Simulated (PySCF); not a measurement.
**SbCl (triplet): basis, grid and Hamiltonian**

Aim: see how much the energy and properties of SbCl (triplet) depend on the numerical set-up.

Program: PySCF 2.14.0. Level of theory: each script names its method and basis. These are calculated values, not measurements.

2 further runs of the same task are left out: 1 for a known fault of the program, 1 that didn't finish.

### 1 The system as given

SbCl (triplet): 2 atoms, charge 0, spin multiplicity 3.

Bond lengths: Sb1–Cl2 2.685 Å.

### 2 The run that the others are compared with

input.py

```python
from pyscf import gto, scf, mp

mol = gto.M(
    atom='Sb 0 0 0; Cl 0 0 2.685',
    basis='lanl2dz',
    ecp={'Sb': 'lanl2dz', 'Cl': 'lanl2dz'},
    charge=0,
    spin=2,
    verbose=4,
)
mf = scf.UHF(mol)
mf.kernel()
mp.MP2(mf).kernel()
mf.dip_moment()
print('orbital energies (hartree):', [e[max(0, n-3):n+3].round(4) for e, n in zip(mf.mo_energy, mol.nelec)])
```

Command:

```sh
$ python input.py
```

The log of this run is left out.

In short: E(SCF) = -19.973135 Eh, 12 cycles, E(MP2) − E(SCF) = -0.04808 Eh, ⟨S²⟩ = 2.059, μ = 5.17 D (of the SCF density).

The bond length is a typed value, not an optimised one. The triplet is typed in the script; nothing here shows that it is the ground state.

### 3 X2c-svpall (core potential off, X2C on)

Run 1 changes basis set: lanl2dz → x2c-svpall; core potential: on → off; spin-free X2C: off → on. The core potential changes with it: totals don't compare.

input.py

```python
from pyscf import gto, scf, mp

mol = gto.M(
    atom='Sb 0 0 0; Cl 0 0 2.685',
    basis='x2c-svpall',
    charge=0,
    spin=2,
    verbose=4,
)
mf = scf.UHF(mol)
mf = mf.sfx2c1e()
mf.kernel()
mp.MP2(mf).kernel()
mf.dip_moment()
print('orbital energies (hartree):', [e[max(0, n-3):n+3].round(4) for e, n in zip(mf.mo_energy, mol.nelec)])
```

Command:

```sh
$ python input.py
```

### 4 Sbkjc

Run 2 changes basis set: lanl2dz → sbkjc. The core potential changes with it: totals don't compare.

Edit input.py of step 2 so:

```diff
@@ -4,4 +4,4 @@
     atom='Sb 0 0 0; Cl 0 0 2.685',
-    basis='lanl2dz',
-    ecp={'Sb': 'lanl2dz', 'Cl': 'lanl2dz'},
+    basis='sbkjc',
+    ecp={'Sb': 'sbkjc', 'Cl': 'sbkjc'},
     charge=0,
```

### 5 Cartesian functions on

Run 3 changes Cartesian functions: off → on.

Edit input.py of step 2 so:

```diff
@@ -8,2 +8,3 @@
     spin=2,
+    cart=True,
     verbose=4,
```

**Question.** What will these runs give? Wanted: for each run, E(SCF); from base; gap, α spin; SCF dipole; after the SCF.

As calculated:

| run | E(SCF) (hartree) | from base (eV) | cycles | gap, α spin (eV) | SCF dipole (D) | functions | after the SCF |
| --- | --- | --- | --- | --- | --- | --- | --- |
| base | -19.973135 | 0 | 12 | 9.40 | 5.17 | 16 | MP2 correlation -1.308 eV |
| x2c-svpall (core potential off, X2C on) | -6938.152172 | not comparable | 13 | 9.80 | 4.47 | 54 | MP2 correlation -6.096 eV |
| sbkjc | -19.980497 | not comparable | 12 | 9.25 | 5.21 | 16 | MP2 correlation -1.313 eV |
| Cartesian functions on | -19.973135 | 0.0000 | 12 | 9.40 | 5.17 | 16 | MP2 correlation -1.308 eV |

**Reading.** The SCF energy stays the same, to the digits that matter, with Cartesian functions on. The basis has no d shells, so the Cartesian switch can't act.
